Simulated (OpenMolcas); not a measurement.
# Ce³⁺ among point charges: CASSCF and CASPT2 levels and susceptibility

How does a field of 12 point charges split the states of Ce³⁺, and what χT follows?

The numbers are computed with OpenMolcas 26.06 (state-averaged CASSCF and CASPT2, spin-orbit coupling by RASSI with atomic mean-field integrals), except any that are marked as measured or tabulated.

**1. Starting point**

* Species: Ce³⁺ (cerium, Z = 58, 55 electrons)
* Basis: ANO-RCC-VDZP [7s6p4d2f1g], 68 functions
* Scalar Hamiltonian: DKH2, point nucleus
* Inactive shells: 1s 2s 2p 3s 3p 3d 4s 4p 4d 5s 5p
* Active space: 1 electron in 7 orbitals (4f)
* Some configurations of this space: 4f
* Orbitals: optimised for the highest spin of each parity, averaged over all roots

The outer shells:

4f
```
4f [↑ ][  ][  ][  ][  ][  ][  ]
```

The ion sits among 12 point charges of -2 e arranged as a cuboctahedron (Oh), 2.69 Å from the ion.

The work runs as a chain of OpenMolcas steps in one folder; each step below is one input file. Labels, J, g values, rates, χT and fits are worked out afterwards by a script from the matrices that RASSI stores. The input lists half of the charges; inversion (Group=XYZ) makes the rest.

**2. One- and two-electron integrals**

The input, a.inp:

```
&GATEWAY
Coord
1

Ce 0.0 0.0 0.0
Basis=ANO-RCC-VDZP
Group=XYZ
NoMove
AngMom=0.0 0.0 0.0
AMFI
XField
6 Angstrom 0
1.902117 1.902117 0.000000 -2.000000
1.902117 -1.902117 0.000000 -2.000000
0.000000 1.902117 1.902117 -2.000000
0.000000 1.902117 -1.902117 -2.000000
1.902117 0.000000 1.902117 -2.000000
1.902117 0.000000 -1.902117 -2.000000
&SEWARD
```

The run is started by

```
> OMP_NUM_THREADS=1 MOLCAS_MEM=2252 MOLCAS_PROJECT=a pymolcas a.inp > a.log
```

**3. Reference wave functions, doublets of odd parity, 7 roots**

The input, a.inp:

```
&RASSCF
FileOrb=start.orb
Symmetry=2
Spin=2
nActEl=1 0 0
Inactive=15 12
Ras2=0 7
CIRoot=7 7 1
SDav=7
CIMx=300
Iter=120 100
PrWF=0.3
OrbListing=Nothing
MaxOrb=0
>>> COPY $Project.JobIph JOB001
```

start.orb holds the contracted functions of the basis, ordered by shell, or the orbitals of the step before.

**4. RASSI: spin-orbit coupling between the states**

The input, a.inp:

```
&RASSI
NrOfJobIphs=1 7
1 2 3 4 5 6 7
IphNames
JOB001
EJob
SpinOrbit
DIPRint=1.0
SOCoupling=1000.0
Subsets=2
Property=9
'ANGMOM' 1 'ANGMOM' 2 'ANGMOM' 3 'MLTPL  1' 1 'MLTPL  1' 2 'MLTPL  1' 3
'AMFI' 1 'AMFI' 2 'AMFI' 3
SOProperty=3
'ANGMOM' 1 'ANGMOM' 2 'ANGMOM' 3
```

**5. CASPT2: IPEA 0.25, imaginary shift 0.1 (closed shells correlated: 5s 5p)**

The input, a.inp:

```
>>> COPY JOB001 $Project.JobIph
&CASPT2
Multistate=7 1 2 3 4 5 6 7
NoMult
Frozen=14 9
IPEA=0.25
Imaginary=0.1
MaxIter=60
WThr=0.0 0.3 0.05
PrWF=0.5
NoMix
```

(Steps that only read results are left out.)

Q: Predict the outcome of this session. Wanted: spin-free ground state; first state of the same spin within the active space; lowest level; next level.

As calculated:

| quantity | value |
| --- | --- |
| method | SS-CASPT2, IPEA 0.25, imaginary shift 0.1 (closed shells correlated: 5s 5p) |
| spin-free ground state | 2T1, 3-fold in its orbital part |
| first state of the same spin within the active space | 2T2 at 606 cm⁻¹ |
| lowest level | 4-fold Γ8 |
| next level | 449.4 cm⁻¹ |
| χT at 300 K | 0.70 cm³ K/mol |
| effective moment at 300 K | 2.37 μB |

Cost by method:

| method | time of its own steps | time with the reference |
| --- | --- | --- |
| A. CASSCF | 2 s | 2 s |
| B. SS-CASPT2, IPEA 0.25, imaginary shift 0.1, +5s 5p | 1.4 s | 3.4 s |

Times are of one thread on a shared host.

**Reading.** The spin-free ground state (2T1) comes to 100 % from free-ion F terms and keeps the highest spin of the shell. CASPT2 does not keep the components of a term degenerate, and the means are used. Point charges carry no covalency, so the field is a model and not that of real ligands.
